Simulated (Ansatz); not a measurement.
**GeF2 (SMILES [F][Ge][F]): B2PLYP/def2-TZVPP**

What is the electronic atomisation energy of GeF2 at B2PLYP/def2-TZVPP? 

The calculation is run with Ansatz 0.2.0.

32 further runs of the same task are left out: 32 set aside as unsound or not needed.

### 1 Starting point

GeF2: 3 atoms, total charge 0, spin state singlet. As SMILES, `[F][Ge][F]`. Geometry: relaxed at PBE0-D4/def2-TZVP.

Bond lengths: F1–Ge2 1.745 Å, Ge2–F3 1.745 Å. Angles: F1–Ge2–F3 97.2°.

### 2 A single-point energy at B2PLYP/def2-TZVPP

Input file molecule.yaml:

```yaml
crystal:
  periodic: [false, false, false]
  atoms:
    - symbol: F
      position_ang: [-0.675900, -1.101800, -0.497500]
    - symbol: Ge
      position_ang: [0.637500, -0.295200, 0.320200]
    - symbol: F
      position_ang: [0.027600, 1.332100, 0.164100]
basis:
  gaussian: {orbitals: def2-TZVPP}
hamiltonian: {xc: {name: B2PLYP}}
correlation: {frozen_orbitals: {F: 1, Ge: 9}}
accuracy: high
output: {orbitals: {seedname: orbitals}}
```

Run with:

```
$ ansatz run molecule.yaml --threads 1 --pin off --max-ram 3480MiB --events-out events.jsonl --progress --plain --runs-dir runs
```

Log:

```text
Warning: RAYON_NUM_THREADS=1 ignored (pool sized by the plan → 1); use --threads N
Functional definition: B2PLYP
  name "B2PLYP"
  parameter a = 0.53
  parameter c = 0.27
  exchange = (1 - a)*b88_x + a*exact_x
  correlation = (1 - c)*lyp_c + c*(mp2_os + mp2_ss)
1632 factors; integrals over basis functions are off by at most 5.2e-9 eV
mean field evaluation 1: about -61933.6874 eV, gradient 4.9e1 eV
mean field evaluation 2: about -61933.7760 eV, gradient 4.9e1 eV
mean field evaluation 4: about -61937.4219 eV, gradient 1.2e0 eV
mean field evaluation 8: about -61937.4435 eV, gradient 1.5e-1 eV
mean field evaluation 16: about -61937.4436 eV, gradient 1.8e-5 eV
mean field -61937.44356830 eV, -2276.1590684280 hartree, gradient 2.3e-8 eV, S^2 0.000000; 0 other end points of the search recorded, 0 dependent functions left out
11 core orbitals not correlated: weight in the atoms' cores, before any rotation towards them, 1.000 or more for the frozen orbitals, at most 0.000 for the correlated occupied ones
reference -61937.44358534 eV, -2276.1590690539 hartree; 14, 14 occupied and 85, 85 virtual orbitals, 1632 factors
second order -23.83427450 eV of doubles, -0.00000000 eV of singles
Total energy: -61943.87883945 eV, -2276.3955602807 hartree
```

Wall time 6.9 s (1 thread of Intel Xeon 6975P-C (Granite Rapids), shared host); peak memory 0.31 GiB.

### 3 The F atom, same level

Input file molecule.yaml:

```yaml
crystal:
  periodic: [false, false, false]
  atoms:
    - {symbol: F, position_ang: [0.000000, 0.000000, 0.000000]}
basis:
  gaussian: {orbitals: def2-TZVPP}
magnetization: {spin_polarized: true, initial_magnetization: 1}
correlation: {frozen_orbitals: {F: 1}}
hamiltonian: {xc: {name: B2PLYP}}
accuracy: high
```

Run the same way, it converges to -99.71857 Eh (log not shown).

### 4 The Ge atom at the same level

Input file run.yaml:

```yaml
crystal:
  periodic: [false, false, false]
  atoms:
    - {symbol: Ge, position_ang: [0.000000, 0.000000, 0.000000]}
basis:
  gaussian: {orbitals: def2-TZVPP}
magnetization: {spin_polarized: true, initial_magnetization: 2}
hamiltonian: {xc: {name: B2PLYP}}
correlation: {frozen_orbitals: {Ge: 9}}
accuracy: high
```

Run the same way, it converges to -2076.55041 Eh (log not shown).

### 5 What came out

At B2PLYP/def2-TZVPP, 11 core orbitals frozen:

```
                                     quantity           value
                       molecule: total energy  -2276.39556 Eh
  molecule: HOMO energy (SCF part's orbitals)       -10.07 eV
  molecule: LUMO energy (SCF part's orbitals)        -1.49 eV
molecule: HOMO–LUMO gap (SCF part's orbitals)         8.57 eV
                         F atom: total energy    -99.71857 Eh
                                 F atom: ⟨S²⟩           0.752
                        Ge atom: total energy  -2076.55041 Eh
                                Ge atom: ⟨S²⟩           2.005
                electronic atomisation energy       11.103 eV
```

What this shows: Taking the molecule apart into free atoms costs 11.10 eV (256 kcal/mol), before zero-point energy and without spin-orbit coupling.
